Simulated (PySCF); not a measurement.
# A gas-phase reaction: H2OSZn + CH4 → CH4OZn + H2S

What reaction energy should one expect for `[OH][Zn][SH]` + `C` → `[CH3][Zn][OH]` + `S`?

Programs: PySCF 2.14.0. All values are calculated, for the isolated system unless a continuum is named. Atoms count from 0, parts from 1.

### 1 The system as given

Each species was relaxed by itself at PBE0-D3(BJ)/def2-SVPD.

### 2 Reaction energy: wB97M-D3(BJ)/def2-TZVPD

Job settings and geometry (Å):

```
{"job": {"kind": "react", "xc": "wB97M-D3(BJ)", "basis": "def2-TZVPD"}, "charge": 0, "multiplicity": 1}
-1 H2OSZn charge 0 multiplicity 1
O      0.296900    -0.765890     1.730290
Zn     0.088110     0.230630     0.266950
S     -0.114850     1.616760    -1.398890
H      0.136820    -1.710870     1.679320
H     -0.406970     0.629370    -2.277680

-1 CH4 charge 0 multiplicity 1
C      0.000350     0.000830     0.001620
H     -0.598070    -0.826580    -0.399220
H     -0.449280     0.955690    -0.297470
H      0.026840    -0.063880     1.096380
H      1.021890    -0.061900    -0.393220

+1 CH4OZn charge 0 multiplicity 1
C      0.216930     0.901270     0.829060
Zn    -0.049150    -0.554900    -0.398370
O     -0.208960    -1.988490    -1.458150
H     -0.677260     1.074570     1.445820
H      1.055960     0.690960     1.509290
H      0.445420     1.837410     0.298460
H     -0.782960    -1.960820    -2.226150

+1 H2S charge 0 multiplicity 1
S     -0.008930     0.615390     0.009920
H     -0.980350    -0.321880    -0.007180
H      0.969420    -0.314620    -0.009200
```

With the program's defaults for keys left out, this is: wB97M-D3(BJ)/def2-TZVPD reaction energy of separated species, gas phase.

Started as:

```
$ OMP_NUM_THREADS=1 python cluster_run.py task.json out
```

One launch serves the whole session: the jobs run in the order shown.

**Question.** The jobs that follow are: PBE0-D3(BJ)/def2-TZVPD reaction energy of separated species, gas phase; MP2/def2-TZVPD reaction energy of separated species, gas phase. Predict: reaction energy (wB97M-D3(BJ)/def2-TZVPD); ΔH, ΔG at 298 K (xTB thermal terms). Thermal terms come from harmonic xTB runs on each species.

The runs gave:

| quantity | value |
| --- | --- |
| reaction energy (wB97M-D3(BJ)/def2-TZVPD) | 24.08 kcal/mol |
| ΔH, ΔG at 298 K (xTB thermal terms) | +21.5, +20.1 kcal/mol |
| range of the reaction energy over the runs of this table | 23.91 to 24.96 kcal/mol |

What this shows: The reaction is endothermic by 21.5 kcal/mol in the gas phase; dispersion gives -0.12, and xTB itself gave 26.00 for the electronic energy (xTB energies and thermal terms come from the earlier relaxation of each species, not shown). No barrier was sought. The reaction energy runs from 23.91 (MP2/def2-TZVPD) to 24.96 kcal/mol (PBE0-D3(BJ)/def2-TZVPD).
